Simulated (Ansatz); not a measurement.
# C₂H₆Zn: a ladder of functionals and wavefunction methods

An exercise on one series of results from a longer session: the logs are not shown, and one member is left open.

The runs use Ansatz 0.2.0, Gaussian basis; functionals in def2-TZVPP, the program's frozen cores in correlated methods.

The runs, in order: LDA (SPW92), PBE-D4, revPBE-D4, BLYP-D4, r2SCAN-D4, B97M-V, PBE0-D4, B3LYP-D4, r2SCANh-D4, r2SCAN0-D4, HSE06-D4, BHLYP-D4, CAM-B3LYP-D4, LC-ωPBE, ωB97X-V, ωB97M-V, B2PLYP, PBE-QIDH; CCSD(T)/def2-SVP; CCSD(T)/def2-TZVPP; MP2/def2-QZVPP; extrapolation to the limit; RPA on PBE.

## The geometry

The geometry comes from an earlier relaxation with PBE0-D4 in a triple-zeta def2 set; it is a stationary point, not always the lowest conformer.

SMILES `C[CH2][ZnH]`, 9 atoms, charge 0, spin multiplicity 1.

Atoms are counted from 1 here; the program's logs count them from 0.

Bond lengths: C1–C2 1.529 Å, C1–H4 1.094 Å, C1–H5 1.095 Å, C1–H6 1.094 Å, C2–Zn3 1.955 Å, C2–H7 1.096 Å, C2–H8 1.096 Å, Zn3–H9 1.547 Å. Angles: C2–C1–H4 112.0°, C2–C1–H5 111.9°, C2–C1–H6 112.0°, H4–C1–H5 106.9°, H4–C1–H6 106.9°, H5–C1–H6 106.9°, C1–C2–Zn3 115.5°, C1–C2–H7 110.0°, C1–C2–H8 110.0°, Zn3–C2–H7 107.7°, Zn3–C2–H8 107.7°, H7–C2–H8 105.4°, C2–Zn3–H9 180.0°.

Set-up of the first run:

The input, in.yaml:

```yaml
crystal:
  periodic: [false, false, false]
  atoms:
    - {symbol: C, position_ang: [-0.472425, 0.644608, -0.804115]}
    - {symbol: C, position_ang: [0.516906, -0.341386, -0.182835]}
    - {symbol: Zn, position_ang: [0.223445, -0.750791, 1.705963]}
    - {symbol: H, position_ang: [-1.501838, 0.279453, -0.751874]}
    - {symbol: H, position_ang: [-0.253925, 0.830572, -1.861339]}
    - {symbol: H, position_ang: [-0.454204, 1.615030, -0.300422]}
    - {symbol: H, position_ang: [1.539838, 0.038517, -0.287209]}
    - {symbol: H, position_ang: [0.500076, -1.287580, -0.736053]}
    - {symbol: H, position_ang: [-0.009272, -1.074623, 3.200784]}
basis:
  gaussian: {orbitals: def2-TZVPP}
hamiltonian: {xc: lda}
output: {orbitals: {seedname: orbitals}}
```

On the command line:

```bash
$ ansatz run in.yaml --threads 4 --pin off --events-out ev --progress --plain --max-ram 10444MiB
```

Steps of the session up to this table: LDA; PBE-D4 (GGA); revPBE-D4 (GGA); BLYP-D4 (GGA); r2SCAN-D4 (meta-GGA); B97M-V (meta-GGA); PBE0-D4 (hybrid); B3LYP-D4 (hybrid); r2SCANh-D4 (hybrid); r2SCAN0-D4 (hybrid); HSE06-D4 (hybrid); BHLYP-D4 (hybrid); CAM-B3LYP-D4 (range-separated); LC-ωPBE (range-separated); ωB97X-V (range-separated); ωB97M-V (range-separated); B2PLYP (double hybrid); PBE-QIDH (double hybrid).

One of the session's tables, all rows but one given; the rest of the session is left out.

It belongs to the step «Frontier levels by functional». 

```
  functional  HOMO (eV)  gap (eV)
 LDA (SPW92)      -6.05      4.77
      PBE-D4      -5.93      4.84
   revPBE-D4      -5.87      4.87
     BLYP-D4      -5.82      4.76
   r2SCAN-D4      -6.13      5.44
      B97M-V      -6.18      5.15
     PBE0-D4      -7.04      6.68
    B3LYP-D4          ?         ?
  r2SCANh-D4      -6.55      6.10
  r2SCAN0-D4      -7.18      7.07
    HSE06-D4      -6.64      5.92
    BHLYP-D4      -8.08      8.30
CAM-B3LYP-D4      -8.38      8.75
     LC-ωPBE      -9.75     11.20
     ωB97X-V      -9.36     10.68
     ωB97M-V      -9.22     10.17
```

Q: Estimate the row for B3LYP-D4 from the others.

Worked estimate for «HOMO (eV)». Against the share of exact exchange, BLYP-D4 (0, -5.82), BHLYP-D4 (0.5, -8.08) give a slope of -4.52 per unit share; at 0.2 the line stands at -6.72.

The run gave: HOMO (eV): -6.86; gap (eV): 6.22. In «HOMO (eV)» the line misses by +0.14.
